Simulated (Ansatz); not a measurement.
# FeSi (FeSi): the cost of one run

Program: Ansatz 0.2.0. Level of theory: DFT PBE, scalar-relativistic, plane waves, PAW. These are calculated values, not measurements.

The COD entry's cell or inner coordinates are ideal or old and differ from later refinements, so a difference from it is no clean test against experiment.

### 1 Starting point

It takes space group P2_13 (No. 198, cubic). The conventional cell has a = 4.448 Å, b = 4.448 Å, c = 4.448 Å, α = 90.00°, β = 90.00°, γ = 90.00°. Around Fe (site symmetry 3) lie 7 Si at 2.27 to 2.50 Å. Around Si (site symmetry 3) lie 7 Fe at 2.27 to 2.50 Å.

Coordinates:

```cif
data_structure
_symmetry_space_group_name_H-M 'P 1'
_symmetry_Int_Tables_number 1
_cell_length_a 4.4481
_cell_length_b 4.4481
_cell_length_c 4.4481
_cell_angle_alpha 90.000
_cell_angle_beta 90.000
_cell_angle_gamma 90.000
_cell_volume 88.01
loop_
_atom_site_label
_atom_site_type_symbol
_atom_site_fract_x
_atom_site_fract_y
_atom_site_fract_z
_atom_site_occupancy
Fe1 Fe 0.13600 0.13600 0.13600 1
Fe2 Fe 0.36400 0.86400 0.63600 1
Fe3 Fe 0.63600 0.36400 0.86400 1
Fe4 Fe 0.86400 0.63600 0.36400 1
Si1 Si 0.84073 0.84073 0.84073 1
Si2 Si 0.65927 0.15927 0.34073 1
Si3 Si 0.34073 0.65927 0.15927 1
Si4 Si 0.15927 0.34073 0.65927 1
```

This cell comes from an earlier session at PBE: 11.001 Å³/atom at -0.02 GPa, on a 8×8×8 mesh.

### 2 Field gradients and densities at the nuclei

The input, input.yaml:

```yaml
crystal:
  lattice:
    - [4.4480502191, 0.0, 0.0]
    - [0.0, 4.4480502191, 0.0]
    - [0.0, 0.0, 4.4480502191]
  atoms:
    - { symbol: Fe, position: [0.1360013816, 0.1360013816, 0.1360013816] }
    - { symbol: Fe, position: [0.3639986184, 0.8639986184, 0.6360013816] }
    - { symbol: Fe, position: [0.6360013816, 0.3639986184, 0.8639986184] }
    - { symbol: Fe, position: [0.8639986184, 0.6360013816, 0.3639986184] }
    - { symbol: Si, position: [0.8407293041, 0.8407293041, 0.8407293041] }
    - { symbol: Si, position: [0.6592706959, 0.1592706959, 0.3407293041] }
    - { symbol: Si, position: [0.3407293041, 0.6592706959, 0.1592706959] }
    - { symbol: Si, position: [0.1592706959, 0.3407293041, 0.6592706959] }
basis:
  ecutwfc: 420
  ecutrho_ratio: 4
kpoints:
  mp_grid: { grid: [8, 8, 8] }
hamiltonian:
  xc: pbe
  pseudopotentials: { kind: paw, frozen_core: stored }
scf:
  occupations: { method: gaussian, width: 0.05 }
output:
  forces: true
  stress: true
  eigenvalues: true
  efg: { contact_densities: true, quadrupole_moments_barn: { Fe: 0.16 } }
```

On the command line:

```sh
ansatz run input.yaml --threads 1 --pin off --max-ram 2560MiB --backend cpu --events-out ev --progress --plain --runs-dir out
```

Q: Estimate wall time and peak memory on 1 thread of Intel Xeon at 2.50GHz (Skylake/Cascade Lake), shared host.

About 30 s, with a peak of 0.43 GiB.
